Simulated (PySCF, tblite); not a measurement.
# C₇H₁₄SSi: geometry, infrared bands, NMR shifts and electronic excitations

Aim: predict the infrared bands, NMR shifts and electronic excitations of C₇H₁₄SSi (`[SiH3]SC1=CCCCCC1`).

The runs use tblite 0.8.0 and PySCF 2.14.0, with density-fitted response routines of our own; the level of theory stands in each step. All values are computed, except where a source is named. Atoms count from 0, in the outputs and in this text.

### 1 The starting structure

23 atoms, charge 0, multiplicity 1; geometry from: force field or distance geometry start.

Bonds of the start (Å): Si0–S1 2.17, S1–C2 1.74, C2–C3 1.35, C3–C4 1.51, C4–C5 1.54, C5–C6 1.53, C6–C7 1.53, C7–C8 1.53, C8–C2 1.51, Si0–H9 1.48, Si0–H10 1.47, Si0–H11 1.49, C3–H12 1.09, C4–H13 1.09, C4–H14 1.10, C5–H15 1.10, C5–H16 1.09, C6–H17 1.11, C6–H18 1.09, C7–H19 1.09, C7–H20 1.10, C8–H21 1.09, C8–H22 1.10.

### 2 Optimising the geometry with GFN2-xTB

Job settings and geometry (Å):

```
{"job": {"kind": "relax", "xc": "GFN2-xTB", "basis": "xTB"}, "charge": 0, "multiplicity": 1}
Si     3.779200     0.601200     0.570200
S      2.261700     1.282700    -0.823500
C      0.796100     0.549700    -0.229600
C     -0.100800     1.347300     0.392400
C     -1.425400     0.896700     0.954500
C     -2.376000     0.320900    -0.105400
C     -2.009100    -1.087700    -0.560800
C     -0.696300    -1.192700    -1.335700
C      0.555500    -0.917000    -0.507600
H      3.779000    -0.882600     0.584400
H      5.092800     1.115000     0.139400
H      3.445000     1.106700     1.931400
H      0.125000     2.395300     0.562600
H     -1.268300     0.190300     1.768500
H     -1.910700     1.787200     1.392500
H     -3.380500     0.286500     0.344300
H     -2.430900     0.992800    -0.967900
H     -1.979400    -1.767600     0.310000
H     -2.820700    -1.453800    -1.194100
H     -0.730700    -0.540900    -2.213300
H     -0.631600    -2.217600    -1.716700
H      1.403100    -1.330100    -1.056000
H      0.518400    -1.455200     0.453400
```

The run is started by

```bash
> OMP_NUM_THREADS=1 python probes_run.py task.json out
```

This one command runs all jobs of the session in turn.

Log:

```text
step      E/eV     max force
  0    -737.94159    1.965
  1    -738.00536    1.141
  2    -738.03153    0.322
  3    -738.04258    0.228
  4    -738.05116    0.186
  5    -738.05564    0.161
  6    -738.06058    0.148
  7    -738.06409    0.153
  8    -738.06752    0.131
  9    -738.06999    0.110
 10    -738.07192    0.111
 11    -738.07375    0.091
 12    -738.07599    0.112
 13    -738.07831    0.104
 14    -738.08005    0.067
 15    -738.08111    0.088
 16    -738.08192    0.090
 17    -738.08271    0.068
 18    -738.08347    0.072
 19    -738.08409    0.049
 20    -738.08467    0.050
 21    -738.08531    0.055
 22    -738.08603    0.073
 23    -738.08665    0.064
 24    -738.08710    0.049
 25    -738.08750    0.049
 26    -738.08798    0.050
 27    -738.08853    0.061
 28    -738.08900    0.046
 29    -738.08933    0.034
 30    -738.08957    0.031
 31    -738.08979    0.038
 32    -738.08998    0.033
 33    -738.09015    0.027
 34    -738.09031    0.030
 35    -738.09046    0.022
 36    -738.09058    0.021
 37    -738.09068    0.022
 38    -738.09080    0.028
 39    -738.09096    0.034
 40    -738.09113    0.034
 41    -738.09128    0.026
 42    -738.09139    0.022
 43    -738.09149    0.023
 44    -738.09157    0.022
 45    -738.09163    0.019
 46    -738.09169    0.022
 47    -738.09175    0.023
 48    -738.09181    0.020
 49    -738.09186    0.014
 50    -738.09189    0.012
 51    -738.09191    0.011
 52    -738.09194    0.015
 53    -738.09198    0.014
 54    -738.09200    0.009
```

Run time: 0.96 s. Hardware: 1 thread of Arm Neoverse N1, shared host; peak memory 0.18 GiB.

The steps of the relaxation: (not every step is listed)

| step | energy from step 0 (eV) | largest force (eV/Å) |
| --- | --- | --- |
| 0 | 0.0000 | 1.9653 |
| 1 | -0.0638 | 1.1411 |
| 2 | -0.0899 | 0.3221 |
| 3 | -0.1010 | 0.2277 |
| 4 | -0.1096 | 0.1865 |
| 5 | -0.1141 | 0.1609 |
| 6 | -0.1190 | 0.1484 |
| 7 | -0.1225 | 0.1528 |
| 8 | -0.1259 | 0.1314 |
| 12 | -0.1344 | 0.1116 |
| 16 | -0.1403 | 0.0896 |
| 20 | -0.1431 | 0.0503 |
| 24 | -0.1455 | 0.0489 |
| 28 | -0.1474 | 0.0463 |
| 32 | -0.1484 | 0.0330 |
| 36 | -0.1490 | 0.0210 |
| 40 | -0.1495 | 0.0340 |
| 44 | -0.1500 | 0.0225 |
| 48 | -0.1502 | 0.0201 |
| 49 | -0.1503 | 0.0136 |
| 50 | -0.1503 | 0.0119 |
| 51 | -0.1503 | 0.0110 |
| 52 | -0.1504 | 0.0150 |
| 53 | -0.1504 | 0.0141 |
| 54 | -0.1504 | 0.0093 |

Distances of close pairs at the start and the end, largest changes first:

| bond | before (Å) | after (Å) | change (Å) |
| --- | --- | --- | --- |
| S1–C2 | 1.743 | 1.792 | +0.049 |
| Si0–H11 | 1.490 | 1.458 | -0.032 |
| Si0–S1 | 2.170 | 2.140 | -0.030 |
| C2–C3 | 1.352 | 1.325 | -0.027 |
| Si0–H9 | 1.484 | 1.460 | -0.024 |
| Si0–H10 | 1.475 | 1.451 | -0.024 |
| C2–C8 | 1.512 | 1.497 | -0.015 |
| C4–H14 | 1.105 | 1.091 | -0.014 |

The end geometry stands in the next job.

### 3 Infrared spectrum with GFN2-xTB

Job settings and geometry (Å):

```
{"job": {"kind": "ir", "xc": "GFN2-xTB", "basis": "xTB"}, "charge": 0, "multiplicity": 1}
Si     3.671906     0.572162     0.558035
S      2.274366     1.263742    -0.908269
C      0.776425     0.556115    -0.226010
C     -0.077887     1.348778     0.403767
C     -1.383165     0.881805     0.973591
C     -2.333358     0.334670    -0.097605
C     -1.986234    -1.079711    -0.557148
C     -0.669443    -1.188939    -1.322164
C      0.566879    -0.907626    -0.462190
H      3.663703    -0.887398     0.570960
H      4.932066     1.118554     0.091004
H      3.252962     1.086400     1.856387
H      0.154279     2.398919     0.503295
H     -1.203321     0.098570     1.716721
H     -1.863691     1.719604     1.480838
H     -3.346345     0.320248     0.312915
H     -2.331551     1.008402    -0.956859
H     -1.950695    -1.740272     0.313670
H     -2.790232    -1.438358    -1.205394
H     -0.678449    -0.501279    -2.170069
H     -0.587244    -2.204262    -1.717883
H      1.445342    -1.315263    -0.965425
H      0.458936    -1.417877     0.500833
```

Log:

```text
mode    cm-1     km/mol
  1      29.4      1.87
  2      65.9      1.16
  3      93.3      0.09
  4     121.0      0.24
  5     162.1      0.52
  6     214.4      0.67
  7     268.7      1.85
  8     323.4      0.66
  9     335.1      0.23
 10     355.9      0.09
 11     448.3      3.17
 12     499.1     11.42
 13     521.2     25.05
 14     531.6     27.25
 15     537.5     46.78
 16     583.8     24.68
 17     695.7     20.90
 18     740.1    160.63
 19     769.5    466.86
 20     794.2    204.78
 21     812.3     16.33
 22     824.3      1.99
 23     871.9      8.47
 24     887.2      6.37
 25     921.2      1.44
 26     967.8      1.01
 27     970.3     22.18
 28     996.2      7.51
 29    1079.4      0.97
 30    1099.6      1.12
 31    1114.2      4.12
 32    1139.5      0.66
 33    1149.2      3.49
 34    1209.8      1.34
 35    1226.9      2.52
 36    1250.1      0.38
 37    1256.7      1.85
 38    1294.1      0.52
 39    1330.3      0.46
 40    1337.1      3.27
 41    1350.3      1.46
 42    1358.5      3.31
 43    1366.2      1.08
 44    1462.7      0.58
 45    1475.6      1.20
 46    1480.2      0.81
 47    1486.6      2.72
 48    1498.2      0.56
 49    1701.0      4.05
 50    2288.7    285.11
 51    2311.3    157.32
 52    2376.2    223.93
 53    2930.6     17.69
 54    2938.3     18.10
 55    2953.8     40.76
 56    2959.6     17.95
 57    2962.7     29.08
 58    2974.7    115.11
 59    2984.5      4.58
 60    2987.0     41.31
 61    2990.6     76.53
 62    2992.4     71.33
 63    3080.4     31.90
```

It took 2.2 s on 1 thread of Arm Neoverse N1, shared host; peak memory 0.18 GiB.

The strongest bands and the atoms that carry them (share of the mass-weighted mode):

| cm⁻¹ | km/mol | atoms |
| --- | --- | --- |
| 740 | 160.6 | H10 58 %, H11 27 % |
| 770 | 466.9 | H10 37 %, H9 36 %, H11 19 % |
| 794 | 204.8 | H9 48 %, H11 46 % |
| 2289 | 285.1 | H9 82 %, H11 14 % |
| 2311 | 157.3 | H11 82 %, H9 15 % |
| 2376 | 223.9 | H10 97 % |
| 2975 | 115.1 | H18 42 %, H17 25 %, H20 14 % |
| 2991 | 76.5 | H19 59 %, H21 12 %, H16 11 % |

### 4 Relaxing the molecule at PBE0-D3(BJ)/def2-SVP

Job settings and geometry (Å):

```
{"job": {"xc": "PBE0", "basis": "def2-SVP", "d3": "d3bj", "grid": 1, "shake": 0.01, "kind": "geom"}, "charge": 0, "multiplicity": 1}
Si     3.692320     0.546610     0.562220
S      2.268690     1.259220    -0.910420
C      0.756230     0.553800    -0.234660
C     -0.044660     1.351040     0.400240
C     -1.385980     0.875120     0.963040
C     -2.337270     0.339490    -0.099990
C     -1.976660    -1.081710    -0.556910
C     -0.653980    -1.183490    -1.327220
C      0.565050    -0.902220    -0.442840
H      3.661010    -0.889830     0.580980
H      4.923200     1.115640     0.099830
H      3.258770     1.087320     1.863090
H      0.126000     2.409130     0.493700
H     -1.220010     0.101330     1.723730
H     -1.868140     1.708840     1.481100
H     -3.346870     0.334300     0.320390
H     -2.329610     1.019520    -0.958910
H     -1.959950    -1.734430     0.319500
H     -2.792380    -1.446190    -1.203100
H     -0.703390    -0.494380    -2.165160
H     -0.603630    -2.203650    -1.727520
H      1.452910    -1.335600    -0.974570
H      0.466030    -1.406310     0.479250
```

Log:

```text
step   0  E = -961.86559614  max force = 0.061093
step   1  E = -961.87831937  max force = 0.010039
step   2  E = -961.87861853  max force = 0.002200
step   3  E = -961.87866264  max force = 0.000547
step   4  E = -961.87868482  max force = 0.001288
step   5  E = -961.87869765  max force = 0.001338
step   6  E = -961.87870498  max force = 0.000689
step   7  E = -961.87871025  max force = 0.000162
optimisation converged
```

Run time: 5.6 min. Hardware: 1 thread of Arm Neoverse N1, shared host; peak memory 1 GiB.

The steps of the relaxation:

| step | energy from step 0 (eV) | largest force component (eV/Å) |
| --- | --- | --- |
| 0 | 0.0000 | 3.1415 |
| 1 | -0.3462 | 0.5162 |
| 2 | -0.3544 | 0.1131 |
| 3 | -0.3556 | 0.0281 |
| 4 | -0.3562 | 0.0662 |
| 5 | -0.3565 | 0.0688 |
| 6 | -0.3567 | 0.0354 |
| 7 | -0.3569 | 0.0083 |

Distances of close pairs at the start and the end, largest changes first:

| bond | before (Å) | after (Å) | change (Å) |
| --- | --- | --- | --- |
| Si0–H10 | 1.433 | 1.493 | +0.060 |
| Si0–H9 | 1.437 | 1.495 | +0.058 |
| C8–H22 | 1.056 | 1.106 | +0.051 |
| C2–C3 | 1.296 | 1.341 | +0.045 |
| C3–C4 | 1.530 | 1.502 | -0.028 |
| C2–C8 | 1.483 | 1.508 | +0.025 |
| Si0–S1 | 2.169 | 2.144 | -0.025 |
| C8–H21 | 1.122 | 1.099 | -0.023 |

The next job starts from the end point, and lists it.

| at the end point | value |
| --- | --- |
| point group (found at 0.08 Å tolerance) | C1 |
| rotational constants (GHz, main isotopes) | 2.388, 0.627, 0.574 |
| dipole moment (D) | 1.89 |

### 5 Nuclear shieldings: PBE0/pcSseg-1

Job settings and geometry (Å):

```
{"job": {"kind": "nmr", "xc": "PBE0", "basis": "pcSseg-1"}, "charge": 0, "multiplicity": 1}
Si     3.801652     0.315435     0.301581
S      2.380726     0.988354    -1.155560
C      0.911849     0.256727    -0.421731
C      0.070703     1.049836     0.258004
C     -1.240555     0.597490     0.835406
C     -2.236379     0.046229    -0.189240
C     -1.910778    -1.344853    -0.722693
C     -0.606755    -1.484489    -1.500535
C      0.661225    -1.206164    -0.690250
H      3.742467    -1.170276     0.457941
H      5.148073     0.713631    -0.204765
H      3.553732     0.943864     1.633814
H      0.349485     2.100559     0.385287
H     -1.059723    -0.175492     1.606828
H     -1.701165     1.445603     1.363572
H     -3.232473     0.007893     0.282302
H     -2.320013     0.758593    -1.028250
H     -1.891064    -2.053223     0.126547
H     -2.741793    -1.676139    -1.367655
H     -0.618920    -0.823605    -2.384379
H     -0.547870    -2.515270    -1.887387
H      1.530186    -1.620538    -1.220013
H      0.597371    -1.745536     0.273675
```

With the program's defaults for keys left out, this is: GIAO PBE0/pcSseg-1 NMR shielding, non-relativistic, gas phase.

Log:

```text
coarse grid: 19536 points
cycle   1  E = -962.0933956731  dE =  8.546e-01  |g| = 4.071e-01  |ddm| = 4.360e+00
cycle   2  E = -962.0790838913  dE =  1.431e-02  |g| = 4.828e-01  |ddm| = 9.166e-01
cycle   3  E = -962.1401109614  dE = -6.103e-02  |g| = 6.338e-02  |ddm| = 5.342e-01
cycle   4  E = -962.1407717673  dE = -6.608e-04  |g| = 3.882e-02  |ddm| = 1.111e-01
cycle   5  E = -962.1411395248  dE = -3.678e-04  |g| = 1.077e-02  |ddm| = 4.846e-02
cycle   6  E = -962.1411658815  dE = -2.636e-05  |g| = 3.465e-03  |ddm| = 1.518e-02
cycle   7  E = -962.1411686412  dE = -2.760e-06  |g| = 6.313e-04  |ddm| = 4.746e-03
final grid: 177336 points
cycle   8  E = -962.1988582480  dE = -4.658e-05  |g| = 8.792e-03  |ddm| = 3.934e-02
cycle   9  E = -962.1988433790  dE =  1.487e-05  |g| = 1.158e-02  |ddm| = 2.087e-02
cycle  10  E = -962.1988780857  dE = -3.471e-05  |g| = 7.127e-04  |ddm| = 1.319e-02
cycle  11  E = -962.1988782027  dE = -1.170e-07  |g| = 2.252e-04  |ddm| = 1.382e-03
cycle  12  E = -962.1988782155  dE = -1.280e-08  |g| = 7.393e-05  |ddm| = 3.744e-04
cycle  13  E = -962.1988782167  dE = -1.201e-09  |g| = 2.857e-05  |ddm| = 1.034e-04
cycle  14  E = -962.1988782169  dE = -2.028e-10  |g| = 6.109e-06  |ddm| = 3.277e-05
converged SCF energy = -962.1988782169

GIAO shielding tensors (ppm)
atom      isotropic    diamagn.    paramagn.     s11        s22        s33       span
  0 Si     401.422     878.273    -476.851    342.153    398.860    463.254    121.101
  1 S      561.765    1057.747    -495.982    314.190    507.394    863.711    549.521
  2 C       38.663     262.962    -224.300    -77.373     66.667    126.694    204.067
  3 C       31.501     254.868    -223.367    -86.461     50.636    130.329    216.791
  4 C      152.150     248.014     -95.865    138.736    154.650    163.063     24.327
  5 C      156.300     245.791     -89.492    150.145    155.280    163.475     13.330
  6 C      148.535     245.701     -97.166    144.182    147.789    153.635      9.454
  7 C      156.741     245.627     -88.886    149.088    156.668    164.468     15.380
  8 C      142.808     248.073    -105.265    126.104    143.301    159.020     32.916
  9 H       26.617      28.511      -1.894     22.799     25.932     31.121      8.322
 10 H       26.716      27.059      -0.343     23.293     24.105     32.750      9.457
 11 H       26.822      28.317      -1.495     23.235     25.176     32.054      8.819
 12 H       24.471      33.314      -8.843     21.061     23.064     29.287      8.226
 13 H       29.184      31.532      -2.348     26.231     27.984     33.337      7.107
 14 H       29.165      30.499      -1.334     23.918     28.077     35.499     11.580
 15 H       29.796      28.790       1.006     24.321     28.218     36.850     12.530
 16 H       30.142      30.019       0.123     26.853     28.324     35.249      8.396
 17 H       29.878      30.046      -0.168     26.170     28.616     34.847      8.677
 18 H       29.315      27.997       1.318     23.940     27.925     36.078     12.138
 19 H       29.980      30.156      -0.175     25.923     29.470     34.547      8.624
 20 H       29.776      29.065       0.711     24.156     28.627     36.546     12.390
 21 H       28.945      32.278      -3.333     23.038     30.083     33.715     10.677
 22 H       28.731      32.316      -3.585     25.910     28.632     31.651      5.740
```

Wall time 2.2 min (1 thread of Arm Neoverse N1, shared host); peak memory 1.3 GiB.

The references, computed at this level on geometries of the same kind, shield at (ppm): ¹H TMS 31.27, ¹³C TMS 184.4, ²⁹Si TMS 352.0, ³³S CS2 496. Their shielding less the atom's gives the shift. The references are single molecules in the gas phase. Atoms listed in one row are averaged.

| atoms | environment | σ (ppm) | δ (ppm) | δ scaled to CDCl3 |
| --- | --- | --- | --- | --- |
| C3 | alkene CH | 31.5 | 152.9 | 148.0 |
| C2 | fully substituted alkene carbon | 38.7 | 145.7 | 137.4 |
| C8 | allylic sp3 CH2 | 142.8 | 41.6 | 39.9 |
| C6 | sp3 CH2 in a ring | 148.5 | 35.9 | 34.3 |
| C4 | allylic sp3 CH2 | 152.1 | 32.3 | 30.8 |
| C5 | sp3 CH2 in a ring | 156.3 | 28.1 | 26.8 |
| C7 | sp3 CH2 in a ring | 156.7 | 27.7 | 26.4 |
| H12 | hydrogen on an alkene CH | 24.47 | 6.80 | 6.66 |
| H9, H10, H11 | hydrogen on a silicon bonded to S | 26.72 | 4.55 | – |
| H21, H22 | hydrogen on an allylic sp3 CH2 | 28.84 | 2.43 | 2.52 |
| H13, H14 | hydrogen on an allylic sp3 CH2 | 29.17 | 2.09 | 2.20 |
| H17, H18 | hydrogen on an sp3 CH2 in a ring | 29.60 | 1.67 | 1.80 |
| H19, H20 | hydrogen on an sp3 CH2 in a ring | 29.88 | 1.39 | 1.53 |
| H15, H16 | hydrogen on an sp3 CH2 in a ring | 29.97 | 1.30 | 1.45 |
| Si0 | silicon bonded to S, 3 H | 401.4 | -49.4 | – |
| S1 | sulfur bonded to C, Si | 562 | -66 | – |

The scaled column applies a straight-line fit of computed shieldings to shifts measured in CDCl3, with any fitted terms for Cl, Br or S neighbours (root-mean-square error 0.21 ppm for H, 2.0 ppm for C).

Charges from the same density, by scheme (e):

| atoms | Mulliken | IAO | Hirshfeld | ESP fit |
| --- | --- | --- | --- | --- |
| Si0 | 0.47 | 0.52 | 0.28 | 0.35 |
| S1 | -0.16 | -0.15 | -0.08 | -0.28 |
| C2 | -0.48 | -0.11 | -0.01 | 0.03 |
| C3 | -0.01 | -0.15 | -0.05 | -0.15 |
| C4 | -0.18 | -0.27 | -0.07 | -0.10 |
| C5 | -0.21 | -0.25 | -0.06 | 0.03 |
| C6 | -0.24 | -0.25 | -0.07 | -0.04 |
| C7 | -0.20 | -0.24 | -0.06 | -0.11 |
| C8 | -0.11 | -0.27 | -0.07 | 0.02 |

Mayer bond orders: Si0–S1 0.95, S1–C2 1.09, C2–C3 1.80, C3–C4 1.05, C4–C5 1.03, C5–C6 1.04, C6–C7 1.04, C7–C8 1.04, C8–C2 0.99.

Ring of atoms C2, C3, C4, C5, C6, C7, C8: NICS(0) -0.7, NICS(1) -1.6, NICS(1)zz 4.5 ppm (means of both faces).

Orbitals, density, ELF and potential are computed afterwards from the orbital file.

Frontier orbitals at PBE0/pcSseg-1, with the share of their density that lies nearest to each atom:

| orbital | energy (eV) | lies on |
| --- | --- | --- |
| HOMO | -6.80 | S1 43 %; C2, C3 about 16 % each |
| LUMO | -0.31 | C2, C3 about 27 % each; H12 7 % |

ELF in a plane through or near 10 of the atoms.

Ten even steps from '0' (0.00) to '9' (1.00):
```
0000000000000000000000000000
0000000000000000000000000000
0000000000000000100000000000
0000000000000007960000000000
0000000000001019990000000000
0000016620014219970010000000
0000039960025573633995000000
0000039970047493778999000000
0002345451069655836997000000
0028983813165400477410000000
0039991613048720466310000000
0018873451025475835996000000
0002323650077485868998000000
0000001210399656724995000000
0000000000499229950110000000
0000000000064049980000000000
0000000000000018930000000000
0000000000000000100000000000
0000000000000000000000000000
0000000000000000000000000000
```
The map spans 15.4 Å across and 10.5 Å up, centred on the molecule. Atoms in the plane (x, y in Å): Si0 (-3.8, 0.1), C4 (1.1, 1.6), C5 (2.2, 0.7), C6 (2.2, -0.7), C8 (-0.3, -1.1), H14 (1.3, 2.6), H15 (3.2, 1.2), H18 (3.2, -1.2), H20 (1.2, -2.6), H21 (-1.1, -1.9).

On the surface of density 0.002 e/bohr³ the electrostatic potential runs, from the 1st to the 99th percentile, from -0.92 V near S1 to 0.80 V near H11.

[end of part 1 of 2]
